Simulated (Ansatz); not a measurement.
This script for the Python package of Ansatz (0.2.0) starts 4 runs on Cu₂Sb, space group P4/nmm. What input does the engine get in each?

`cu2sb_ecut.py`
```python
import csv
import warnings

import ansatz as az

params = {
    "k_length": 22,
    "occupations": "fermi_dirac",
    "width_ev": 0.1,
}


def main() -> None:
    warnings.simplefilter("ignore", az.DeckWarning)

    cell = (
        az.Lattice.from_parameters(4.0006, 4.0006, 6.1043, alpha=90.0, beta=90.0, gamma=90.0)
        .atom("Cu", (0.0, 0.0, 0.0))
        .atom("Cu", (0.5, 0.5, 0.0))
        .atom("Cu", (0.5, 0.0, 0.27))
        .atom("Cu", (0.0, 0.5, 0.73))
        .atom("Sb", (0.5, 0.0, 0.7))
        .atom("Sb", (0.0, 0.5, 0.3))
    )

    base = (
        cell.calculation()
        .kpoints(length=params["k_length"])
        .functional(az.Functional.PBESOL)
        .occupations(params["occupations"], width=params["width_ev"])
    )

    rows = []
    for value in [250, 300, 350, 400]:
        r = base.basis(value).run(threads=1, backend="cpu").report
        rows.append((value, r["free_energy_ev"] / len(r["lattice"]["sites"]), r["n_iterations"], r["n_pw"]))

    with open("ecut.csv", "w", newline="") as handle:
        writer = csv.writer(handle)
        writer.writerow(["cutoff (eV)", "F/atom (eV)", "iterations", "plane waves"])
        writer.writerows([round(v, 5) if isinstance(v, float) else v for v in row] for row in rows)

    for row in rows[:-1]:
        shift = 1000 * (row[1] - rows[-1][1])
        print(f"{row[0]}: {shift:+.2f} meV/atom" + ("  (within 5 meV)" if abs(shift) < 5 else ""))


if __name__ == "__main__":
    main()
```

Run 1:
```yaml
crystal:
  lattice:
    a: 4.0006
    b: 4.0006
    c: 6.1043
    alpha: 90.0
    beta: 90.0
    gamma: 90.0
  atoms:
    - { symbol: Cu, position: [0.0, 0.0, 0.0] }
    - { symbol: Cu, position: [0.5, 0.5, 0.0] }
    - { symbol: Cu, position: [0.5, 0.0, 0.27] }
    - { symbol: Cu, position: [0.0, 0.5, 0.73] }
    - { symbol: Sb, position: [0.5, 0.0, 0.7] }
    - { symbol: Sb, position: [0.0, 0.5, 0.3] }
basis:
  ecutwfc: 250.0
kpoints:
  mp_grid:
    grid: [5, 5, 4]
hamiltonian:
  xc: pbesol
scf:
  occupations:
    method: fermi_dirac
    width: 0.1
```

Run 2, against run 1:
```diff
-  ecutwfc: 250.0
+  ecutwfc: 300.0
```

Run 3, against run 1:
```diff
-  ecutwfc: 250.0
+  ecutwfc: 350.0
```

Run 4, against run 1:
```diff
-  ecutwfc: 250.0
+  ecutwfc: 400.0
```

```console
$ python cu2sb_ecut.py
250: +2019.60 meV/atom
300: +206.39 meV/atom
350: +9.49 meV/atom
```

Notes:
- No spin polarisation was allowed.
- For a metal this k-point mesh is coarse: on a finer one energies can move by several to tens of meV an atom and pressures by half a GPa or more, differences at one mesh by less.
- The structure is a deposited one; some such entries were measured under pressure or heat, so a shift against it needn't be the functional's error alone.
- Shifts are counted from the last row, which is itself no proven limit.
- The script silences the warnings on its input, which a real study should read.
- Timing: 20 s on 1 thread of Arm Neoverse V1, with other jobs on the host, peak memory 0.45 GiB.
